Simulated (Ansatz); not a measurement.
# C8H14: basis-set convergence

Aim: see how fast density functionals converge with the basis set for C8H14.

Computed with Ansatz 0.2.0, Gaussian basis. Level: one geometry, several basis sets.

Plan: PBE0-D4/def2-SVP; ωB97M-V/def2-SVP; PBE0-D4/def2-QZVPP; ωB97M-V/def2-QZVPP; the functionals' def2-TZVPP values are taken from earlier runs.

**1. Structure used throughout**

All runs share one geometry, relaxed beforehand with PBE0-D4 in a triple-zeta def2 set.

22 atoms, charge 0, spin multiplicity 1.

Atoms are counted from 1 here; the program's logs count them from 0.

Bond lengths: C1–C2 1.201 Å, C1–H9 1.064 Å, C2–C3 1.454 Å, C3–C4 1.530 Å, C3–H10 1.096 Å, C3–H11 1.095 Å, C4–C5 1.518 Å, C4–H12 1.095 Å, C4–H13 1.095 Å, C5–C6 1.520 Å, C5–H14 1.098 Å, C5–H15 1.094 Å, C6–C7 1.523 Å, C6–H16 1.098 Å, C6–H17 1.096 Å, C7–C8 1.520 Å, C7–H18 1.095 Å, C7–H19 1.097 Å and more. Angles: C2–C1–H9 179.6°, C1–C2–C3 178.9°, C2–C3–C4 113.2°, C2–C3–H10 108.9°, C2–C3–H11 108.7°, C4–C3–H10 109.6°, C4–C3–H11 109.8°, H10–C3–H11 106.4°, C3–C4–C5 113.4°, C3–C4–H12 108.2°, C3–C4–H13 108.9°, C5–C4–H12 109.8°, C5–C4–H13 109.6°, H12–C4–H13 106.7°, C4–C5–C6 112.7°, C4–C5–H14 109.3°, C4–C5–H15 108.8°, C6–C5–H14 109.3° and more.

**2. PBE0-D4 in def2-SVP**

Input file in.yaml:

```yaml
crystal:
  periodic: [false, false, false]
  atoms:
    - {symbol: C, position_ang: [1.440894, -0.253029, -3.378929]}
    - {symbol: C, position_ang: [1.829691, -0.629877, -2.307134]}
    - {symbol: C, position_ang: [2.274760, -1.093523, -1.003186]}
    - {symbol: C, position_ang: [1.125191, -1.320615, -0.019616]}
    - {symbol: C, position_ang: [0.358610, -0.053715, 0.314838]}
    - {symbol: C, position_ang: [-0.795993, -0.300712, 1.272230]}
    - {symbol: C, position_ang: [-1.543893, 0.959346, 1.688562]}
    - {symbol: C, position_ang: [-2.256201, 1.662803, 0.544408]}
    - {symbol: H, position_ang: [1.102770, 0.080389, -4.331120]}
    - {symbol: H, position_ang: [2.975561, -0.360826, -0.586557]}
    - {symbol: H, position_ang: [2.840443, -2.021712, -1.134151]}
    - {symbol: H, position_ang: [1.539087, -1.755829, 0.896391]}
    - {symbol: H, position_ang: [0.440623, -2.065027, -0.439392]}
    - {symbol: H, position_ang: [1.045642, 0.680138, 0.756481]}
    - {symbol: H, position_ang: [-0.008356, 0.391503, -0.614806]}
    - {symbol: H, position_ang: [-1.501680, -1.003310, 0.810790]}
    - {symbol: H, position_ang: [-0.413489, -0.801399, 2.169608]}
    - {symbol: H, position_ang: [-2.276156, 0.695921, 2.458926]}
    - {symbol: H, position_ang: [-0.840791, 1.653284, 2.164495]}
    - {symbol: H, position_ang: [-1.554773, 2.026003, -0.209985]}
    - {symbol: H, position_ang: [-2.956602, 0.986663, 0.045018]}
    - {symbol: H, position_ang: [-2.825329, 2.523523, 0.903140]}
basis:
  gaussian: {orbitals: def2-SVP}
hamiltonian: {xc: pbe0, dispersion: d4}
output: {orbitals: {seedname: orbitals}}
```

Run with:

```
> ansatz run in.yaml --threads 2 --pin off --events-out ev --progress --plain --max-ram 32768MiB --backend cpu
```

The runs that follow: ωB97M-V in def2-SVP; PBE0-D4 in def2-QZVPP; ωB97M-V in def2-QZVPP.

Q: Predict the results of all the runs planned. Wanted: PBE0-D4: double and triple zeta above quadruple; ωB97M-V: double and triple zeta above quadruple.

**Answer**, as computed:

| quantity | value |
| --- | --- |
| PBE0-D4: double and triple zeta above quadruple | 9.64, 0.48 eV |
| ωB97M-V: double and triple zeta above quadruple | 10.18, 0.46 eV |

What this shows: For PBE0-D4 the step from double to triple zeta gains 9.16 eV and the next only 0.48 eV. Total energies overstate the basis error of differences, where much of it tends to cancel. The LUMO of ωB97M-V is positive and keeps falling with the basis (3.23 to 1.80 eV): an unbound level that the basis holds in place.
